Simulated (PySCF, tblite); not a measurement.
# C₂H₆BFN radical: geometry, infrared bands and EPR parameters

Wanted: the infrared bands and EPR parameters of C₂H₆BFN radical (`[NH]BCCF`), by calculation.

Programs: tblite 0.8.0 and PySCF 2.14.0, with density-fitted response routines of our own. Each step states its level of theory. These are calculated values for one molecule in the gas phase, unless marked as measured. Atoms count from 0, in the outputs and in this text.

## 1. The starting structure

11 atoms, charge 0, multiplicity 2; geometry from: force field or distance geometry start.

Bonds of the start (Å): N0–B1 1.53, B1–C2 1.58, C2–C3 1.54, C3–F4 1.38, N0–H5 1.05, B1–H6 1.20, C2–H7 1.12, C2–H8 1.11, C3–H9 1.09, C3–H10 1.14.

## 2. Geometry optimisation with GFN2-xTB

Job settings and geometry (Å):

```
{"job": {"kind": "relax", "xc": "GFN2-xTB", "basis": "xTB"}, "charge": 0, "multiplicity": 2}
N      1.417400    -0.433600    -1.311100
B      1.166800    -0.316000     0.194400
C     -0.069700     0.568700     0.614700
C     -1.270100    -0.106000    -0.084700
F     -2.452100     0.546700     0.189000
H      2.254800     0.184100    -1.481900
H      1.422100    -1.274700     0.868100
H      0.103100     1.595900     0.193300
H     -0.189100     0.570000     1.713300
H     -1.065000    -0.136100    -1.159800
H     -1.312700    -1.196400     0.238700
```

On the command line:

```console
> OMP_NUM_THREADS=1 python probes_run.py task.json out
```

One launch serves the whole session: the jobs run in the order shown.

**Question.** This job is followed by: GFN2-xTB harmonic vibrations, gas phase; UKS B3LYP, pcH-1 on B C F H N, non-relativistic, mean-field spin-orbit, GIAO. What will the session give for the following? strongest single infrared mode (GFN2-xTB); zero-point energy (GFN2-xTB); g(iso) (B3LYP); ⟨S²⟩; largest a(iso) (averaged by class); surface potential, 1st and 99th percentile.

The runs gave:

| quantity | value |
| --- | --- |
| strongest single infrared mode (GFN2-xTB) | 519 cm⁻¹, 158 km/mol |
| zero-point energy (GFN2-xTB) | 51.0 kcal/mol |
| g(iso) (B3LYP) | 2.00359 |
| ⟨S²⟩ | 0.756 (exact 0.75) |
| largest a(iso) (averaged by class) | 1H on H6, 205.5 MHz |
| surface potential, 1st and 99th percentile | -1.17 V and 2.18 V |

Relaxing lowered the energy by 1.364 eV in 98 steps; the close pair that moved most is N0–B1, from 1.531 to 1.303 Å. All 27 modes are real, so the xTB geometry is a minimum. The strongest single mode, at 519 cm⁻¹, moves mainly H5 and N0. GFN2-xTB is a fitted tight-binding method: band positions and strengths are rough. Its intensities can rank the bands wrongly. Most of the unpaired spin sits on N0 (0.84 e). The isotropic g lies 1.3 ppt above the free-electron value.
